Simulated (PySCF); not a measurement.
# C4H4ClFO: magnetic properties

What do calculations give for the magnetic properties of C4H4ClFO (`C=CO/C=C(\F)Cl`)?

Computed with PySCF 2.14.0 and routines of our own; the level stands in each step. Atoms count from 0.

## (1) The starting structure

11 atoms, charge 0, multiplicity 1; geometry from: GFN2-xTB.

## (2) Magnetic properties: GIAO CAM-B3LYP/pcSseg-1

The job: settings as JSON, then the geometry in Å.

```
{"job": {"kind": "mag", "xc": "CAM-B3LYP", "basis": "pcSseg-1", "isotopologues": 2}, "charge": 0, "multiplicity": 1}
C     -1.900761     0.535713     0.668869
C     -1.320868    -0.650296     0.587487
O     -0.012123    -0.946883     0.356261
C      0.837438     0.020409    -0.061085
C      2.157775    -0.148329    -0.026283
F      2.740717    -1.250246     0.461008
Cl     3.272451     1.012433    -0.615572
H     -2.954725     0.600160     0.859826
H     -1.374989     1.467648     0.560710
H     -1.867663    -1.572210     0.728928
H      0.428173     0.934272    -0.466271
```

Level: GIAO CAM-B3LYP/pcSseg-1 magnetisability, rotational g tensor and spin-rotation constants, non-relativistic, gas phase.

Started as:

```sh
OMP_NUM_THREADS=1 python excited_run.py task.json out
```

The driver reads the jobs from task.json and runs them one after another.

Log:

```text
coarse grid: 10624 points
cycle   1  E = -789.6870617613  dE =  1.291e+00  |g| = 7.282e-01  |ddm| = 3.050e+00
cycle   2  E = -789.6366281131  dE =  5.043e-02  |g| = 9.470e-01  |ddm| = 1.064e+00
cycle   3  E = -789.7901892133  dE = -1.536e-01  |g| = 7.695e-02  |ddm| = 6.082e-01
cycle   4  E = -789.7909763498  dE = -7.871e-04  |g| = 4.588e-02  |ddm| = 7.712e-02
cycle   5  E = -789.7914531497  dE = -4.768e-04  |g| = 1.140e-02  |ddm| = 4.149e-02
cycle   6  E = -789.7914799112  dE = -2.676e-05  |g| = 3.875e-03  |ddm| = 1.090e-02
cycle   7  E = -789.7914824612  dE = -2.550e-06  |g| = 7.496e-04  |ddm| = 3.241e-03
final grid: 100880 points
cycle   8  E = -789.8561454058  dE = -2.522e-05  |g| = 4.301e-03  |ddm| = 1.296e-02
cycle   9  E = -789.8561446060  dE =  7.998e-07  |g| = 5.073e-03  |ddm| = 5.783e-03
cycle  10  E = -789.8561487750  dE = -4.169e-06  |g| = 5.396e-04  |ddm| = 3.212e-03
cycle  11  E = -789.8561488277  dE = -5.262e-08  |g| = 1.503e-04  |ddm| = 4.965e-04
cycle  12  E = -789.8561488322  dE = -4.568e-09  |g| = 6.666e-05  |ddm| = 1.689e-04
cycle  13  E = -789.8561488331  dE = -8.311e-10  |g| = 1.659e-05  |ddm| = 5.541e-05
converged SCF energy = -789.8561488331

Magnetisability tensor (1e-30 J/T^2)
    -1039.73      -19.76       -7.39
      -19.76    -1020.18      -10.26
       -7.39      -10.26    -1135.60
isotropic -1065.17   principal values   -1137.38  -1050.40  -1007.72
isotropic susceptibility -64.146 1e-6 cm^3/mol

Inertial axes            a          b          c
rot. const./GHz      5.1489     1.0402     0.8756
chi total           -62.953    -61.303    -68.181
chi diamagnetic    -303.629  -1175.063  -1375.042
chi paramagnetic    240.676   1113.760   1306.861
quadrupole/D A        5.218     -1.119     -4.099
g nuclear            0.5287     0.5345     0.5329
g electronic        -0.5822    -0.5443    -0.5376
g total             -0.0534    -0.0098    -0.0047

Spin-rotation constants (kHz, H = +C I.J)
atom  isotope        aa         bb         cc
  5    19F        6.514      1.292      0.698
  6   35Cl        0.844      0.211      0.329
  7     1H        0.384     -0.107     -0.107
  8     1H       -0.138     -0.013     -0.099
  9     1H       -0.052     -0.008     -0.083
 10     1H       -0.466      0.085     -0.103
  0    13C*       2.120      0.239      0.112
  1    13C*       2.689      0.331      0.204
  2    17O*      -1.210     -0.244     -0.056
  3    13C*       1.557      0.450      0.182
  4    13C*       1.855      0.434      0.253
* in the singly substituted isotopologue

Isotopologues: g along a, b, c
2H    at 7,8,9,10          -0.0497    -0.0092    -0.0045
13C   at 0                 -0.0529    -0.0096    -0.0046
```

It took 26 s on 1 thread of Arm Neoverse V1, shared host; peak memory 0.74 GiB.

In short:

```csv
quantity,value
magnetisability,-1065·10⁻³⁰ J/T²
molar susceptibility,-64.1·10⁻⁶ cm³/mol
"rotational g (a, b, c)","-0.0534, -0.0098, -0.0047"
```

Orbitals, density, ELF and potential are computed afterwards from the orbital file.

Frontier orbitals at CAM-B3LYP/pcSseg-1, with the share of their density that lies nearest to each atom:

```
orbital  energy (eV)                                   lies on
   HOMO        -7.99  O2 21 %; C0, C4 about 17 % each; C3 15 %
   LUMO         0.84  C4 24 %; C1, C3 about 17 % each; C0 12 %
```

ELF in a plane through or near 9 of the atoms.

Ten even steps from ' ' (0.00) to '@' (1.00):
```
                                                        
                                                        
                                                        
                                  --==..                
            ..----::    ..--..  ..@@@@@@--              
          ::++####**..  ==##++  ==@@@@@@##              
          ==%%%%%%##..  **@@##::**@@@@@@++              
          --######++    ++##++**--##%%++                
            ::++##--==--**######--  ==..                
    ..----....==  ++%%++::##====++%%##==##@@##..        
    --**%%##**%%++::%%--..++  ..**++::##@@@@@@**        
    --##@@**..**%%--==++%%%%  ..++--++%%@@@@@@##        
    --##%%::%%..**..  ++@@@@  ==@@@@##**@@@@@@--        
    ..++##++::##%%--  --@@@@  **@@@@%%----++--          
      ::++##%%@@%%==    ++==  ++@@@@%%..                
        ::==**##**--          ..%%%%==                  
          ..----::                                      
                                                        
                                                        
                                                        
```
The map spans 11.9 Å across and 8.4 Å up, centred on the molecule. Atoms in the plane (x, y in Å): C0 (2.0, -0.5), C1 (1.3, 0.7), O2 (0.0, 0.9), C3 (-0.9, -0.1), C4 (-2.2, 0.1), Cl6 (-3.4, -1.1), H7 (3.0, -0.5), H8 (1.4, -1.4), H9 (1.9, 1.6).

log10 of the density (e/Å³) in the same plane.

Values, 10 rows by 14 columns:
```
-4.0 -4.0 -4.0 -4.0 -4.0 -4.0 -4.0 -4.0 -4.0 -4.0 -4.0 -4.0 -4.0 -4.0
-4.0 -4.0 -4.0 -3.7 -3.4 -4.0 -4.0 -3.6 -3.2 -3.0 -3.6 -4.0 -4.0 -4.0
-4.0 -4.0 -3.0 -1.5 -1.1 -2.0 -1.9 -1.6 -1.6 -1.3 -2.2 -3.6 -4.0 -4.0
-4.0 -4.0 -1.9 -0.1  0.6 -1.0 -0.5  0.1 -0.3  0.0 -1.5 -3.1 -4.0 -4.0
-4.0 -2.8 -1.7 -0.6  0.3 -0.2  0.1  0.6  0.9 -0.1 -1.3 -2.2 -3.5 -4.0
-3.4 -1.9 -0.7 -0.1  0.2  0.2  0.5 -0.8 -0.1  0.9  0.1 -1.1 -2.9 -4.0
-3.2 -1.6 -0.1  3.0 -0.1 -0.9 -0.3 -1.1 -0.1  0.1 -0.4 -1.4 -3.0 -4.0
-3.6 -2.1 -0.8 -0.1 -0.7 -1.7 -1.6 -1.8 -0.9 -1.0 -1.9 -2.6 -3.8 -4.0
-4.0 -3.1 -2.1 -1.6 -1.9 -2.7 -3.2 -3.1 -2.5 -2.6 -3.2 -4.0 -4.0 -4.0
-4.0 -4.0 -3.7 -3.3 -3.5 -4.0 -4.0 -4.0 -4.0 -4.0 -4.0 -4.0 -4.0 -4.0
```
The map spans 11.9 Å across and 8.4 Å up, centred on the molecule. Atoms in the plane (x, y in Å): C0 (2.0, -0.5), C1 (1.3, 0.7), O2 (0.0, 0.9), C3 (-0.9, -0.1), C4 (-2.2, 0.1), Cl6 (-3.4, -1.1), H7 (3.0, -0.5), H8 (1.4, -1.4), H9 (1.9, 1.6).

On the surface of density 0.002 e/bohr³ the electrostatic potential runs, from the 1st to the 99th percentile, from -0.86 V near O2 to 1.38 V near H10.

## (3) Magnetic properties: GIAO CAM-B3LYP/6-31G, grid 3

The job, as its differences from that of step 2:

```diff
@@ -1,2 +1,2 @@
-{"job": {"kind": "mag", "xc": "CAM-B3LYP", "basis": "pcSseg-1", "isotopologues": 2}, "charge": 0, "multiplicity": 1}
+{"job": {"kind": "mag", "xc": "CAM-B3LYP", "basis": "6-31G", "grid": 3}, "charge": 0, "multiplicity": 1}
 C     -1.900761     0.535713     0.668869
```

With the program's defaults for keys left out, this is: GIAO CAM-B3LYP/6-31G magnetisability, rotational g tensor and spin-rotation constants, non-relativistic, gas phase.

Log:

```text
coarse grid: 10624 points
cycle   1  E = -789.6881973195  dE =  1.426e+00  |g| = 7.056e-01  |ddm| = 3.442e+00
cycle   2  E = -789.6315016086  dE =  5.670e-02  |g| = 9.516e-01  |ddm| = 1.704e+00
cycle   3  E = -789.8042457342  dE = -1.727e-01  |g| = 6.014e-02  |ddm| = 8.576e-01
cycle   4  E = -789.8046210045  dE = -3.753e-04  |g| = 4.915e-02  |ddm| = 1.058e-01
cycle   5  E = -789.8052190723  dE = -5.981e-04  |g| = 7.646e-03  |ddm| = 5.130e-02
cycle   6  E = -789.8052305894  dE = -1.152e-05  |g| = 2.696e-03  |ddm| = 9.660e-03
cycle   7  E = -789.8052322157  dE = -1.626e-06  |g| = 6.041e-04  |ddm| = 3.638e-03
final grid: 142928 points
cycle   8  E = -789.7533599769  dE = -7.190e-06  |g| = 3.915e-03  |ddm| = 1.206e-02
cycle   9  E = -789.7533596762  dE =  3.007e-07  |g| = 4.430e-03  |ddm| = 7.620e-03
cycle  10  E = -789.7533633609  dE = -3.685e-06  |g| = 4.837e-04  |ddm| = 4.022e-03
cycle  11  E = -789.7533634109  dE = -5.003e-08  |g| = 6.556e-05  |ddm| = 5.332e-04
cycle  12  E = -789.7533634117  dE = -8.033e-10  |g| = 5.829e-05  |ddm| = 1.438e-04
cycle  13  E = -789.7533634124  dE = -7.021e-10  |g| = 5.882e-06  |ddm| = 5.186e-05
converged SCF energy = -789.7533634124

Magnetisability tensor (1e-30 J/T^2)
    -1040.21      -14.92      -14.29
      -14.92    -1021.82      -12.00
      -14.29      -12.00    -1147.77
isotropic -1069.93   principal values   -1151.13  -1045.28  -1013.39
isotropic susceptibility -64.433 1e-6 cm^3/mol

Inertial axes            a          b          c
rot. const./GHz      5.1489     1.0402     0.8756
chi total           -62.761    -61.551    -68.987
chi diamagnetic    -302.898  -1173.816  -1374.869
chi paramagnetic    240.137   1112.264   1305.882
quadrupole/D A        5.194     -2.019     -3.175
g nuclear            0.5287     0.5345     0.5329
g electronic        -0.5809    -0.5436    -0.5372
g total             -0.0522    -0.0091    -0.0043

Spin-rotation constants (kHz, H = +C I.J)
atom  isotope        aa         bb         cc
  5    19F        6.904      1.246      0.709
  6   35Cl        0.727      0.188      0.300
  7     1H        0.347     -0.114     -0.113
  8     1H       -0.177     -0.020     -0.106
  9     1H       -0.078     -0.012     -0.089
 10     1H       -0.489      0.074     -0.110
  0    13C*       1.873      0.217      0.091
  1    13C*       2.382      0.290      0.173
  2    17O*      -1.160     -0.231     -0.049
  3    13C*       1.403      0.403      0.153
  4    13C*       1.683      0.388      0.225
* in the singly substituted isotopologue
```

Run time: 12 s. Hardware: 1 thread of Arm Neoverse V1, shared host.

Key values:

```
              quantity                      value
       magnetisability           -1070·10⁻³⁰ J/T²
  molar susceptibility         -64.4·10⁻⁶ cm³/mol
rotational g (a, b, c)  -0.0522, -0.0091, -0.0043
```

## (4) Magnetic properties side by side

```csv
level,ξ (10⁻³⁰ J/T²),g(a),g(b),gap (eV),functions,time
GIAO CAM-B3LYP/pcSseg-1,-1065,-0.0534,-0.0098,8.83,146,26 s
"GIAO CAM-B3LYP/6-31G, grid 3",-1070,-0.0522,-0.0091,8.94,75,12 s
```

## (5) What came out

| quantity | value |
| --- | --- |
| magnetisability (step 2, GIAO CAM-B3LYP/pcSseg-1) | -1065·10⁻³⁰ J/T² |
| molar susceptibility (step 2, GIAO CAM-B3LYP/pcSseg-1) | -64.1·10⁻⁶ cm³/mol |
| rotational g (a, b, c) (step 2, GIAO CAM-B3LYP/pcSseg-1) | -0.0534, -0.0098, -0.0047 |
| surface potential, 1st and 99th percentile | -0.86 V and 1.38 V |
| magnetisability over the levels | -1070 to -1065·10⁻³⁰ J/T² |

In words: The magnetisability spreads by 0.4 % over 2 levels, from GIAO CAM-B3LYP/6-31G, grid 3 (12 s) to GIAO CAM-B3LYP/pcSseg-1 (26 s); the runs took 12 s to 26 s. Two levels can agree by chance, so this spread shows no convergence. Vibrational averaging and real surroundings are missing from these values.
